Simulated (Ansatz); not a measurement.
Predict the output of the script below (the Ansatz DFT code, driven from Python).

`methods_alh4sbsi.py`
```python
"""AlH4SbSi at several levels of theory."""

import ansatz as az

BASIS = "def2-SVP"


def main() -> None:
    molecule = (
        az.Crystal.molecule()
        .atom("Al", (-1.079, -0.6603, -0.7418))
        .atom("Si", (0.2678, 1.0269, 0.2706))
        .atom("Sb", (1.5088, -0.9136, -0.555))
        .atom("H", (-2.4939, -1.1425, -1.1885))
        .atom("H", (0.1165, 1.1211, 1.7125))
        .atom("H", (0.3869, 2.2768, -0.5256))
        .atom("H", (1.3541, -1.7764, 0.982))
    )

    calc = molecule.calculation().basis(gaussian=BASIS)

    methods = ["mp2", "ccsd", "ccsd_t"]
    batch = az.Session.batch([calc.correlation(m).input() for m in methods])
    reports = sorted(batch.plan().execute().molecular_reports, key=lambda each: each["member"])
    print(f"Hartree-Fock reference {reports[0]['reference_energy_ev'] / 27.211386246:.6f} Ha")
    best = reports[-1]["free_energy_ev"] - reports[-1]["reference_energy_ev"]
    for method, each in zip(methods, reports):
        gained = each["free_energy_ev"] - each["reference_energy_ev"]
        print(f"{method:8s} total {each['free_energy_ev'] / 27.211386246:.6f} Ha  correlation {gained:9.4f} eV  ({100 * gained / best:.1f} % of the last)")


if __name__ == "__main__":
    main()
```

```console
$ python methods_alh4sbsi.py
Hartree-Fock reference -772.216992 Ha
mp2      total -772.491717 Ha  correlation   -7.4757 eV  (82.8 % of the last)
ccsd     total -772.537046 Ha  correlation   -8.7091 eV  (96.5 % of the last)
ccsd_t   total -772.548671 Ha  correlation   -9.0255 eV  (100.0 % of the last)
```

Reading the output:
- Total energies depend on the basis set; only differences at equal settings carry meaning.
- The geometry is a force-field or estimated start, not a minimum of this method, and the basis set is short of its limit. A lower total doesn't mark the better method: functionals have no common bound, and MP2 and coupled cluster aren't variational.
- def2 sets replace the cores of elements past krypton by effective core potentials.
- Inner cores stay frozen; a filled d shell under the valence of the heavier atoms is correlated with it.
